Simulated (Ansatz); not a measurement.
# W (fcc type): how the settings move a single-point run

How sensitive is a single-point run of W (fcc type) to its settings? A reference run comes first, then one run with altered input.

Computed with Ansatz 0.2.0 (reference: DFT, LDA, PAW with Ansatz's default frozen-core files, scalar-relativistic, unless a step's input says otherwise).

1 further run of the same task is left out (set aside as unsound or not needed). Runs told in other sessions of the task aren't counted.

### Step 1. The starting structure

The structure is cubic, space group Fm-3m (No. 225). The conventional cell has a = 3.351 Å, b = 3.351 Å, c = 3.351 Å, α = 90.00°, β = 90.00°, γ = 90.00°. W (site symmetry m-3m) has 12 W at 2.37 Å in its first shell of neighbours.

Structure file:

```cif
data_structure
_symmetry_space_group_name_H-M 'Fm-3m'
_symmetry_Int_Tables_number 225
_cell_length_a 3.3506
_cell_length_b 3.3506
_cell_length_c 3.3506
_cell_angle_alpha 90.000
_cell_angle_beta 90.000
_cell_angle_gamma 90.000
_cell_volume 37.61
loop_
_atom_site_label
_atom_site_type_symbol
_atom_site_symmetry_multiplicity
_atom_site_Wyckoff_symbol
_atom_site_fract_x
_atom_site_fract_y
_atom_site_fract_z
_atom_site_occupancy
W1 W 4 a 0.00000 0.00000 0.00000 1
```

### Step 2. Reference

The input, input.yaml:

```yaml
crystal:
  lattice:
    - [0.0, 1.6752831025, 1.6752831025]
    - [1.6752831025, 0.0, 1.6752831025]
    - [1.6752831025, 1.6752831025, 0.0]
  atoms:
    - { symbol: W, position: [0.0, 0.0, 0.0] }
kpoints:
  mp_grid: { grid: [16, 16, 16] }
scf:
  occupations: { method: fermi_dirac, width: 0.08 }
hamiltonian:
  xc: lda
  pseudopotentials: { kind: paw }
output:
  forces: true
  stress: true
  eigenvalues: true
  populations: true
```

Launch:

```bash
> ansatz run input.yaml --threads 1 --pin off --max-ram 2048MiB --backend cpu --events-out ev --progress --plain --runs-dir out
```

### Step 3. Variant: occupations.method gaussian, occupations.width 0.1

input.yaml, as its differences from that of step 2:

```diff
@@ -10,3 +10,3 @@
 scf:
-  occupations: { method: fermi_dirac, width: 0.08 }
+  occupations: { method: gaussian, width: 0.1 }
 hamiltonian:
```

What does the calculation give? Wanted: for each run, ending; energy change; pressure; gap; force.

**Answer**, as computed:

| run | ending | energy change | pressure (GPa) | gap (eV) | force (eV/Å) | cycles | time |
| --- | --- | --- | --- | --- | --- | --- | --- |
| reference | converged | 0 | 424.4 | 0.00 | 0.00 | 6 | 1.9 s |
| 1: occupations.method gaussian, occupations.width 0.1 | converged | +0.3 meV/atom (σ→0) | 424.2 | 0.00 | 0.00 | 6 | 1.9 s |

Residual by cycle in the longest SCF loop of each run; runs are numbered as in the table. The quantity is the density residual dr2, in eV.

| cycle | reference | run 1 |
| --- | --- | --- |
| 1 | 0.23 | 0.23 |
| 2 | 0.0322 | 0.0325 |
| 3 | 2.4e-4 | 2.4e-4 |
| 4 | 2.8e-6 | 2.9e-6 |
| 5 | 6.4e-9 | 6.7e-9 |
| 6 | 1.0e-10 | 8.8e-11 |

Changing the smearing hardly moves the energy: +0.3 meV/atom. The structure is not at rest: the sound run finds 424 GPa, so these are no properties of the relaxed crystal. 

At pressures up to 424 GPa the PAW spheres may overlap and frozen cores may not hold, so those PAW values are rough without an all-electron check.
